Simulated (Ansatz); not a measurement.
# Hf (Hafnium): the cost of one run

Program: Ansatz 0.2.0. Level of theory: DFT LDA, with the methods named in each step. These are calculated values, not measurements.

### 1 The system as given

It takes space group P6_3/mmc (No. 194, hexagonal). Conventional cell: a = 3.197 Å, b = 3.197 Å, c = 5.058 Å, α = 90.00°, β = 90.00°, γ = 120.00°. Around Hf (site symmetry -6m2) lie 12 Hf at 3.13 to 3.20 Å.

As a file:

```xyz
2
Lattice="3.1967 0.0000 0.0000 -1.5983 2.7684 0.0000 0.0000 0.0000 5.0578" Properties=species:S:1:pos:R:3 pbc="T T T"
Hf    0.0000    1.8456    1.2645
Hf    1.5984    0.9228    3.7934
```

Atoms are numbered in the order of the input: Hf1, Hf2.

### 2 Free moments, LAPW

Input file input.yaml:

```yaml
crystal:
  lattice:
    - [3.1967, 0.0, 0.0]
    - [-1.59835, 2.7684234083, 0.0]
    - [0.0, 0.0, 5.0578]
  atoms:
    - { symbol: Hf, position: [0.3333333333, 0.6666666667, 0.25], spin: 0.6 }
    - { symbol: Hf, position: [0.6666666667, 0.3333333333, 0.75], spin: 0.6 }
magnetization:
  spin_polarized: true
kpoints:
  mp_grid: { grid: [12, 12, 7] }
scf:
  occupations: { method: fermi_dirac, width: 0.05 }
  lower_state_search: "off"
hamiltonian:
  xc: lda
  pseudopotentials: { kind: all_electron, lapw: { basis_error: 0.001 } }
output:
  forces: true
  stress: true
  eigenvalues: false
  populations: true
  dos: { projected: true, de: 0.1, e_range: [-8, 5] }
```

Run with:

```bash
> ansatz run input.yaml --threads 1 --pin off --max-ram 3072MiB --backend cpu --events-out ev --progress --plain --runs-dir out
```

**Question.** How long does this run take on 1 thread of Arm Neoverse V1, shared host, and how much memory does it need?

About 89 s, with a peak of 0.61 GiB.
